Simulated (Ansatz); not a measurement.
# Al₂GaH (triplet): from Hartree-Fock to the top rungs at a displaced geometry (v1), cc-pVDZ

How much of the correlation energy of Al₂GaH (triplet) does each wave-function method recover here?

Method: cc-pVDZ, core rule «outside noble gas», up to 24 orbitals frozen; program: Ansatz 0.2.0, Gaussian basis.

To be run: UHF; CCSD(T) on ROHF; CCSD(T) on UHF; BCCD(T) on ROHF; CISD as a restricted active space (open shells left free, so some higher excitations enter); CCSDT(Q) on ROHF; CCSDT(Q) on UHF.

34 further runs of the same task are left out: 2 for a known fault of the program, 16 that didn't finish, 16 set aside as unsound or not needed. Runs told in other sessions of the task aren't counted.

### Step 1. What is computed

The geometry is a PBE0/def2-TZVP stationary point (not a proven minimum) with its atoms shifted at random (size 0.040 Å). No spin-orbit coupling is included. The filled d shell of Ga may be among the frozen orbitals whatever the setting's name suggests.

4 atoms, charge 0, spin multiplicity 3.

Atoms are counted from 1 here; the program's logs count them from 0.

Bond lengths: Al1–Al2 2.604 Å, Al1–H4 1.950 Å, Al2–Ga3 2.666 Å, Al2–H4 1.868 Å. Angles: Al2–Al1–H4 45.7°, Al1–Al2–Ga3 98.0°, Al1–Al2–H4 48.3°, Ga3–Al2–H4 49.8°, Al1–H4–Al2 86.0°.

In the tables R marks a restricted open-shell determinant and U an unrestricted one; energies count from the table's Hartree-Fock row.

### Step 2. UHF

Input file in.yaml:

```yaml
crystal:
  periodic: [false, false, false]
  atoms:
    - {symbol: Al, position_ang: [-0.025723, 0.631098, 2.613208]}
    - {symbol: Al, position_ang: [-0.026556, -1.278713, 0.842630]}
    - {symbol: Ga, position_ang: [0.021408, 0.242224, -1.346958]}
    - {symbol: H, position_ang: [-0.081369, 0.580474, 0.664832]}
basis:
  gaussian: {orbitals: cc-pVDZ}
magnetization: {spin_polarized: true, initial_magnetization: 2}
hamiltonian: {xc: hf}
output: {orbitals: {seedname: orbitals}}
```

Run with:

```bash
$ ansatz run in.yaml --threads 1 --pin off --events-out ev --progress --plain --max-ram 2393MiB
```

Log:

```text
Functional definition: HF
  name "HF"
  cite "Fock, Z. Phys. 61, 126 (1930) doi:10.1007/BF01340294"
  parent pbe
  exchange = exact_x
  correlation = 0
730 factors; integrals over basis functions are off by at most 1.2e-3 eV
mean field evaluation 1: about -65512.5622 eV, gradient 5.5e0 eV
mean field evaluation 2: about -65512.5676 eV, gradient 5.5e0 eV
mean field evaluation 4: about -65513.2007 eV, gradient 1.3e0 eV
mean field evaluation 8: about -65513.3148 eV, gradient 2.7e-1 eV
mean field evaluation 16: about -65512.9523 eV, gradient 1.6e0 eV
mean field evaluation 32: about -65510.9886 eV, gradient 5.0e0 eV
mean field evaluation 64: about -65510.9463 eV, gradient 4.7e0 eV
mean field -65513.32314273 eV, -2407.5702189701 hartree, gradient 1.8e-5 eV, S^2 2.209638; 0 other end points of the search recorded, 0 dependent functions left out
reference -65513.32314273 eV, -2407.5702189701 hartree; 30, 28 occupied and 38, 40 virtual orbitals, 730 factors
Total energy: -65513.32314273 eV, -2407.5702189701 hartree
```

It took 3.7 s on 1 thread of Arm Neoverse V1, shared host.

From the report: ⟨S²⟩ of the determinant 2.210 (pure triplet: 2.00).

### Step 3. CCSD(T) on ROHF

Changes to in.yaml since step 2:

```diff
@@ -9,4 +9,3 @@
   gaussian: {orbitals: cc-pVDZ}
-magnetization: {spin_polarized: true, initial_magnetization: 2}
-hamiltonian: {xc: hf}
-output: {orbitals: {seedname: orbitals}}
+magnetization: {spin_polarized: false, initial_magnetization: 2}
+correlation: {method: ccsd_t, electrons: outside_noble_gas}
```

Same command.

Log (excerpt; [...] marks lines left out):

```text
Functional definition: HF
  name "HF"
  cite "Fock, Z. Phys. 61, 126 (1930) doi:10.1007/BF01340294"
  parent pbe
[...]
730 factors; integrals over basis functions are off by at most 1.2e-3 eV
[...]
mean field -65513.02885242 eV, -2407.5594040004 hartree, gradient 2.2e-6 eV, S^2 2.000000; 10 other end points of the search recorded, 0 dependent functions left out
[...]
determinant -65513.02885242 eV, -2407.5594040004 hartree, with singles and doubles -65518.57545524 eV, -2407.7632378944 hartree
determinant -65511.76033233 eV, -2407.5127867471 hartree, with singles and doubles -65517.23828935 eV, -2407.7140979545 hartree
determinant -65511.74267422 eV, -2407.5121378237 hartree, with singles and doubles -65517.13775618 eV, -2407.7104034285 hartree
determinant -65511.12027205 eV, -2407.4892649655 hartree, with singles and doubles -65516.98953732 eV, -2407.7049564861 hartree
determinant -65510.79472858 eV, -2407.4773014638 hartree, with singles and doubles -65516.40456481 eV, -2407.6834591427 hartree
24 core orbitals not correlated: weight in the atoms' cores, before any rotation towards them, 1.000 or more for the frozen orbitals, at most 0.000 for the correlated occupied ones
reference -65513.02885242 eV, -2407.5594040004 hartree; 6, 4 occupied and 38, 40 virtual orbitals, 730 factors
second order -4.44090158 eV of doubles, -0.08031474 eV of singles
cycle   1  -5.54617302 eV  change    4.3e-4 eV  update   1.7e-3
[...]
cycle   9  -5.54635557 eV  change   -6.5e-6 eV  update   9.4e-6
perturbative correction -0.31334782 eV, -0.0115153199 hartree
Total energy: -65518.88855581 eV, -2407.7747441281 hartree
```

Run time: 14 s. Hardware: 1 thread of Arm Neoverse V1, shared host.

From the report: correlation -5.8597 eV; T1 0.033; largest double amplitude 0.07.

### Step 4. CCSD(T) on UHF

Changes to in.yaml since step 3:

```diff
@@ -9,3 +9,3 @@
   gaussian: {orbitals: cc-pVDZ}
-magnetization: {spin_polarized: false, initial_magnetization: 2}
+magnetization: {spin_polarized: true, initial_magnetization: 2}
 correlation: {method: ccsd_t, electrons: outside_noble_gas}
```

Launched as before.

Log (excerpt; [...] marks lines left out):

```text
Functional definition: HF
  name "HF"
  cite "Fock, Z. Phys. 61, 126 (1930) doi:10.1007/BF01340294"
  parent pbe
[...]
730 factors; integrals over basis functions are off by at most 1.2e-3 eV
[...]
mean field -65513.32314273 eV, -2407.5702189701 hartree, gradient 3.2e-6 eV, S^2 2.209638; 6 other end points of the search recorded, 0 dependent functions left out
determinant -65513.32314273 eV, -2407.5702189701 hartree, with singles and doubles -65518.58808746 eV, -2407.7637021199 hartree
determinant -65511.97803092 eV, -2407.5207870226 hartree, with singles and doubles -65517.14789069 eV, -2407.7107758649 hartree
determinant -65511.92243610 eV, -2407.5187439508 hartree, with singles and doubles -65517.24471281 eV, -2407.7143340124 hartree
24 core orbitals not correlated: weight in the atoms' cores, before any rotation towards them, 1.000 or more for the frozen orbitals, at most 0.000 for the correlated occupied ones
reference -65513.32314273 eV, -2407.5702189701 hartree; 6, 4 occupied and 38, 40 virtual orbitals, 730 factors
second order -4.02914306 eV of doubles, -0.00000000 eV of singles
cycle   1  -5.26489068 eV  change    5.4e-5 eV  update   2.2e-3
[...]
cycle  10  -5.26622136 eV  change   -3.3e-6 eV  update   5.9e-6
perturbative correction -0.29265606 eV, -0.0107549117 hartree
Total energy: -65518.88202015 eV, -2407.7745039473 hartree
```

It took 12 s on 1 thread of Arm Neoverse V1, shared host.

From the report: ⟨S²⟩ of the determinant 2.210 (pure triplet: 2.00); correlation -5.5589 eV; T1 0.049; largest double amplitude 0.07.

### Step 5. BCCD(T) on ROHF

Changes to in.yaml since step 4:

```diff
@@ -9,3 +9,3 @@
   gaussian: {orbitals: cc-pVDZ}
-magnetization: {spin_polarized: true, initial_magnetization: 2}
-correlation: {method: ccsd_t, electrons: outside_noble_gas}
+magnetization: {spin_polarized: false, initial_magnetization: 2}
+correlation: {method: bccd_t, electrons: outside_noble_gas}
```

Launched as before.

Log (excerpt; [...] marks lines left out):

```text
Functional definition: HF
  name "HF"
  cite "Fock, Z. Phys. 61, 126 (1930) doi:10.1007/BF01340294"
  parent pbe
[...]
730 factors; integrals over basis functions are off by at most 1.2e-3 eV
[...]
mean field -65513.02885242 eV, -2407.5594040004 hartree, gradient 2.2e-6 eV, S^2 2.000000; 10 other end points of the search recorded, 0 dependent functions left out
[...]
determinant -65513.02885242 eV, -2407.5594040004 hartree, with singles and doubles -65518.57545524 eV, -2407.7632378944 hartree
determinant -65511.76033233 eV, -2407.5127867471 hartree, with singles and doubles -65517.23828935 eV, -2407.7140979545 hartree
determinant -65511.74267422 eV, -2407.5121378237 hartree, with singles and doubles -65517.13775618 eV, -2407.7104034285 hartree
determinant -65511.12027205 eV, -2407.4892649655 hartree, with singles and doubles -65516.98953732 eV, -2407.7049564861 hartree
determinant -65510.79472858 eV, -2407.4773014638 hartree, with singles and doubles -65516.40456481 eV, -2407.6834591427 hartree
24 core orbitals not correlated: weight in the atoms' cores, before any rotation towards them, 1.000 or more for the frozen orbitals, at most 0.000 for the correlated occupied ones
reference -65513.02885242 eV, -2407.5594040004 hartree; 6, 4 occupied and 38, 40 virtual orbitals, 730 factors
second order -4.44090158 eV of doubles, -0.08031474 eV of singles
cycle   1  -5.54363644 eV  change    3.0e-3 eV  update   8.9e-3
[...]
cycle  12  -5.53869821 eV  change    1.2e-6 eV  update   1.0e-5
perturbative correction -0.32097060 eV, -0.0117954519 hartree
Total energy: -65518.88852122 eV, -2407.7747428571 hartree
```

Run time: 15 s. Hardware: 1 thread of Arm Neoverse V1, shared host.

From the report: correlation -5.8597 eV; largest double amplitude 0.07.

### Step 6. CISD as a restricted active space (open shells left free, so some higher excitations enter)

Changes to in.yaml since step 5:

```diff
@@ -10,2 +10,2 @@
 magnetization: {spin_polarized: false, initial_magnetization: 2}
-correlation: {method: bccd_t, electrons: outside_noble_gas}
+correlation: {active_space: {ras: {orbitals: [4, 2, 38], electrons: 10, max_holes: 2, max_particles: 2}, fixed_orbitals: true}}
```

Same command.

Log:

```text
Functional definition: HF
  name "HF"
  cite "Fock, Z. Phys. 61, 126 (1930) doi:10.1007/BF01340294"
  parent pbe
  exchange = exact_x
  correlation = 0
730 factors; integrals over basis functions are off by at most 1.2e-3 eV
mean field evaluation 1: about -65512.5899 eV, gradient 6.6e0 eV
mean field evaluation 2: about -65512.5951 eV, gradient 6.6e0 eV
mean field evaluation 4: about -65513.0041 eV, gradient 1.3e0 eV
mean field evaluation 8: about -65513.0289 eV, gradient 5.9e-3 eV
mean field evaluation 16: about -65512.9891 eV, gradient 4.8e-1 eV
mean field evaluation 32: about -65512.9954 eV, gradient 6.3e-1 eV
mean field -65513.02885242 eV, -2407.5594040004 hartree, gradient 2.2e-6 eV, S^2 2.000000; 6 other end points of the search recorded, 0 dependent functions left out
reference -65513.02885242 eV, -2407.5594040004 hartree; 30, 28 occupied and 38, 40 virtual orbitals, 730 factors
state -65517.97593442 eV, -2407.7412059108 hartree
Total energy: -65517.97593442 eV, -2407.7412059108 hartree
```

Wall time 5.5 s (1 thread of Arm Neoverse V1, shared host).

From the report: 206,832 determinants.

### Step 7. CCSDT(Q) on ROHF

Changes to in.yaml since step 6:

```diff
@@ -10,2 +10,2 @@
 magnetization: {spin_polarized: false, initial_magnetization: 2}
-correlation: {active_space: {ras: {orbitals: [4, 2, 38], electrons: 10, max_holes: 2, max_particles: 2}, fixed_orbitals: true}}
+correlation: {method: ccsdt_q, electrons: outside_noble_gas}
```

The command is unchanged.

Log (excerpt; [...] marks lines left out):

```text
Functional definition: HF
  name "HF"
  cite "Fock, Z. Phys. 61, 126 (1930) doi:10.1007/BF01340294"
  parent pbe
[...]
1344 factors; integrals over basis functions are off by at most 2.2e-7 eV
[...]
mean field -65513.02892479 eV, -2407.5594066602 hartree, gradient 2.3e-6 eV, S^2 2.000000; 10 other end points of the search recorded, 0 dependent functions left out
determinant -65513.02892479 eV, -2407.5594066602 hartree, with singles and doubles -65518.57553871 eV, -2407.7632409620 hartree
determinant -65511.76041074 eV, -2407.5127896286 hartree, with singles and doubles -65517.23838060 eV, -2407.7141013080 hartree
determinant -65511.74274147 eV, -2407.5121402948 hartree, with singles and doubles -65517.13783937 eV, -2407.7104064858 hartree
determinant -65511.12034755 eV, -2407.4892677401 hartree, with singles and doubles -65516.98959687 eV, -2407.7049586743 hartree
determinant -65510.79479100 eV, -2407.4773037576 hartree, with singles and doubles -65516.40464164 eV, -2407.6834619663 hartree
24 core orbitals not correlated: weight in the atoms' cores, before any rotation towards them, 1.000 or more for the frozen orbitals, at most 0.000 for the correlated occupied ones
reference -65513.02892479 eV, -2407.5594066602 hartree; 6, 4 occupied and 38, 40 virtual orbitals, 1344 factors
second order -4.44093498 eV of doubles, -0.08031508 eV of singles
cycle   1  -5.19946294 eV  change   -6.7e-1 eV  update   1.2e-1
[...]
cycle  21  -5.91803819 eV  change   -4.5e-7 eV  update   1.2e-6
perturbative correction -0.02861860 eV, -0.0010517143 hartree
Total energy: -65518.97558159 eV, -2407.7779422666 hartree
```

Wall time 89 s (1 thread of Arm Neoverse V1, shared host); peak memory 0.56 GiB.

From the report: correlation -5.9467 eV; T1 0.035; largest double amplitude 0.10.

### Step 8. CCSDT(Q) on UHF

Changes to in.yaml since step 7:

```diff
@@ -9,3 +9,3 @@
   gaussian: {orbitals: cc-pVDZ}
-magnetization: {spin_polarized: false, initial_magnetization: 2}
+magnetization: {spin_polarized: true, initial_magnetization: 2}
 correlation: {method: ccsdt_q, electrons: outside_noble_gas}
```

Same command.

Log (excerpt; [...] marks lines left out):

```text
Functional definition: HF
  name "HF"
  cite "Fock, Z. Phys. 61, 126 (1930) doi:10.1007/BF01340294"
  parent pbe
[...]
1344 factors; integrals over basis functions are off by at most 2.2e-7 eV
[...]
mean field -65513.32321872 eV, -2407.5702217625 hartree, gradient 3.0e-6 eV, S^2 2.209642; 8 other end points of the search recorded, 0 dependent functions left out
determinant -65513.32321872 eV, -2407.5702217625 hartree, with singles and doubles -65518.58817112 eV, -2407.7637051946 hartree
determinant -65511.97809960 eV, -2407.5207895467 hartree, with singles and doubles -65517.14797556 eV, -2407.7107789840 hartree
determinant -65511.92251606 eV, -2407.5187468894 hartree, with singles and doubles -65517.24480296 eV, -2407.7143373252 hartree
24 core orbitals not correlated: weight in the atoms' cores, before any rotation towards them, 1.000 or more for the frozen orbitals, at most 0.000 for the correlated occupied ones
reference -65513.32321872 eV, -2407.5702217625 hartree; 6, 4 occupied and 38, 40 virtual orbitals, 1344 factors
second order -4.02916700 eV of doubles, -0.00000000 eV of singles
cycle   1  -4.77011591 eV  change   -7.4e-1 eV  update   1.3e-1
[...]
cycle  22  -5.62765390 eV  change    9.2e-7 eV  update   1.1e-6
perturbative correction -0.02845065 eV, -0.0010455422 hartree
Total energy: -65518.97932327 eV, -2407.7780797711 hartree
```

Run time: 85 s. Hardware: 1 thread of Arm Neoverse V1, shared host; peak memory 0.49 GiB.

From the report: ⟨S²⟩ of the determinant 2.210 (pure triplet: 2.00); correlation -5.6561 eV; T1 0.054; largest double amplitude 0.09.

### Step 9. All levels against the top one

The yardstick is RCCSDT(Q), where the cluster series has nearly closed. Rows without a time are mean-field rows or come out of runs for another level: lower rungs of the coupled-cluster runs, or the Hartree-Fock search.

Differences are taken before rounding.

| method | energy from the lowest ROHF (kJ/mol) | from RCCSDT(Q) (kJ/mol) | time |
| --- | --- | --- | --- |
| ROHF | 0.0 | +573.8 |  |
| UHF | -28.4 | +545.4 |  |
| RMP2 | -436.2 | +137.5 |  |
| UMP2 | -417.1 | +156.6 |  |
| CISD | -477.3 | +96.5 | 5.5 s |
| RCCSD | -535.1 | +38.6 |  |
| UCCSD | -536.5 | +37.3 |  |
| RCCSD(T) | -565.4 | +8.4 | 14 s |
| UCCSD(T) | -564.7 | +9.0 | 12 s |
| BCCD(T) | -565.4 | +8.4 | 15 s |
| RCCSDT | -571.0 | +2.8 |  |
| UCCSDT | -571.4 | +2.4 |  |
| RCCSDT(Q) | -573.8 | 0 | 89 s |
| UCCSDT(Q) | -574.1 | -0.4 | 85 s |

Among the levels timed on like hardware and quicker than the yardstick, those that no quicker one beats, quickest first: CISD (5.5 s, +96.5 kJ/mol); UCCSD(T) (12 s, +9.0 kJ/mol); RCCSD(T) (14 s, +8.4 kJ/mol); UCCSDT(Q) (85 s, -0.4 kJ/mol).

### Step 10. Outcome

| quantity | value |
| --- | --- |
| RCCSDT(Q) from the ROHF energy | -5.9467 eV |
| RMP2 from RCCSDT(Q) | +137.5 kJ/mol |
| UMP2 from RCCSDT(Q) | +156.6 kJ/mol |
| RCCSD from RCCSDT(Q) | +38.6 kJ/mol |
| RCCSD(T) from RCCSDT(Q) | +8.4 kJ/mol |
| UCCSD(T) from RCCSDT(Q) | +9.0 kJ/mol |
| UCCSDT(Q) from RCCSDT(Q) | -0.4 kJ/mol |
| levels within 1 kcal/mol (43 meV) | RCCSDT, UCCSDT, UCCSDT(Q) |
| T1 diagnostic | 0.033 |

What this shows: RCCSD(T) lands +8.4 kJ/mol from the yardstick (1.5 % of the correlation energy). These misses are within one basis, not against nature; the frozen cores of restricted and unrestricted runs differ, which can shift their rows.

With open shells the CI space here admits some higher excitations, so it is larger than plain CISD.

UCCSDT(Q) reaches 0.4 kJ/mol from the reference in 85 s, where RCCSDT(Q) took 89 s; the quickest level in the cost chart, CISD, takes 5.5 s and misses by 96.5 kJ/mol.
